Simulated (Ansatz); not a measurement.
Runs of Ansatz 0.2.0 on LaFeGe. It takes space group P-6m2 (No. 187, hexagonal). The conventional cell has a = 4.232 Å, b = 4.232 Å, c = 4.286 Å, α = 90.00°, β = 90.00°, γ = 120.00°. La (site symmetry -6m2) is surrounded by 6 Ge at 3.25 Å and 6 Fe at 3.25 Å. Ge (site symmetry -6m2) is surrounded by 3 Fe at 2.44 Å. Around Fe (site symmetry -6m2) lie 3 Ge at 2.44 Å. The cell comes from a database or a generator and needn't be the stable form of this composition.

| task | spin | fixed moment (μB) | cell | k mesh | target pressure (GPa) | gap on the mesh (eV) | pressure (GPa) | moment (μB) |
| --- | --- | --- | --- | --- | --- | --- | --- | --- |
| single point | collinear, program default start | 0.0 | as given | 6 × 6 × 5 | - | - | (b) | 0.00 |
| relaxation of cell and atoms | collinear, ferromagnetic start | - | relaxed to 20 GPa | 7 × 7 × 6 | 20 | none | 20.0 | 1.10 |
| single point | collinear, ferromagnetic start | 6.0 | as given | 6 × 6 × 5 | - | - | (a) | 6.00 |
| single point | collinear, ferromagnetic start | 3.0 | as given | 6 × 6 × 5 | - | - | 1.3 | 3.00 |
| relaxation of cell and atoms | collinear, ferromagnetic start | - | relaxed to 10 GPa | 7 × 7 × 6 | 10 | none | 10.0 | 1.40 |
| single point | collinear, ferromagnetic start | 0.8 | as given | 6 × 6 × 5 | - | - | -2.7 | 0.80 |
| single point | collinear, ferromagnetic start | 4.5 | as given | 6 × 6 × 5 | - | - | 4.0 | 4.50 |
| relaxation of cell and atoms | collinear, ferromagnetic start | - | relaxed to 5 GPa | 7 × 7 × 6 | 5 | none | 5.0 | 1.62 |

Alike in all rows: level PBE; potentials or basis Ansatz PAW; cutoff (eV) 420; smearing fermi-dirac 0.05 eV.

**Question.** Estimate the missing entries.

**Answer.** (a) 7.8; (b) -3.9.

Caveats: the total moment is fixed, so each spin has its own Fermi level (some runs); the thresholds are loose for stress (some runs); the plane-wave basis is chosen anew once the cell has moved, so the energies of steps on either side of that aren't comparable (some runs).

A k mesh can miss the band edges, and the runs leave out spin-orbit coupling on Ge, La.

A gap of «none» marks a metal or a gap under the smearing width.
